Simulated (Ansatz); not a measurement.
# CoO: the cost of one run

Program: Ansatz 0.2.0. Level of theory: DFT PBEsol, scalar-relativistic, plane waves, PAW. These are calculated values, not measurements.

2 further runs of the same task are left out: 2 set aside as unsound or not needed.

### Step 1. Starting point

The structure is cubic, space group Fm-3m (No. 225). Conventional cell: a = 4.167 Å, b = 4.167 Å, c = 4.167 Å, α = 90.00°, β = 90.00°, γ = 90.00°. Co (site symmetry m-3m) is surrounded by 6 O at 2.08 Å. O (site symmetry m-3m) has 6 Co at 2.08 Å as nearest neighbours.

Coordinates:

```cif
data_structure
_symmetry_space_group_name_H-M 'Fm-3m'
_symmetry_Int_Tables_number 225
_cell_length_a 4.1673
_cell_length_b 4.1673
_cell_length_c 4.1673
_cell_angle_alpha 90.000
_cell_angle_beta 90.000
_cell_angle_gamma 90.000
_cell_volume 72.37
loop_
_atom_site_label
_atom_site_type_symbol
_atom_site_symmetry_multiplicity
_atom_site_Wyckoff_symbol
_atom_site_fract_x
_atom_site_fract_y
_atom_site_fract_z
_atom_site_occupancy
Co1 Co 4 a 0.00000 0.00000 0.00000 1
O1 O 4 b 0.00000 0.00000 0.50000 1
```

This cell was relaxed beforehand with the same method: volume 9.05 Å³/atom, gap on the mesh none (metal), site moments up to 2.3 μB.

### Step 2. Static run: bands, density of states and charges

input.yaml reads:

```yaml
crystal:
  lattice:
    - [-1.4734932991, 1.4734932991, 2.0833044186]
    - [1.4734932991, -1.4734932991, 2.0833044186]
    - [1.4734932991, 1.4734932991, -2.0833044186]
  atoms:
    - { symbol: Co, position: [0.0, 0.0, 0.0], spin: 2.57 }
    - { symbol: O, position: [0.5, 0.5, 0.0], spin: 0.32 }
basis:
  ecutwfc: 420
kpoints:
  mp_grid: { grid: [20, 20, 20] }
  band_path:
    path:
      - [[0.0, 0.0, 0.0], [0.0, 0.0, 0.5], [0.25, 0.25, 0.25], [0.0, 0.5, 0.0], [0.0, 0.0, 0.0], [0.5, 0.5, -0.5], [0.37506358, 0.62493642, -0.37506358]]
      - [[-0.37506358, 0.37506358, 0.37506358], [0.0, 0.0, 0.0]]
      - [[0.0, 0.0, 0.5], [-0.25012717, 0.25012717, 0.5]]
      - [[0.5, 0.5, -0.25012717], [0.5, 0.5, -0.5]]
    npoints: 14
hamiltonian:
  xc: pbesol
scf:
  occupations: { method: gaussian, width: 0.1 }
  n_extra_bands: 6
output:
  forces: true
  stress: true
  eigenvalues: true
  populations: true
  dos: { projected: true, de: 0.02, nscf_kmesh: { grid: [30, 30, 30] } }
  bader: true
magnetization:
  spin_polarized: true
checkpoint:
  read: start.run
  write: ck
  compress: false
  write_wavefunctions: false
  write_every: 100000
```

Command:

```console
ansatz run input.yaml --threads 1 --pin off --max-ram 2560MiB --backend cpu --events-out ev --progress --plain --runs-dir out
```

Q: Estimate wall time and peak memory on 1 thread of Arm Neoverse V2, shared host.

About 56 s, with a peak of 0.76 GiB.
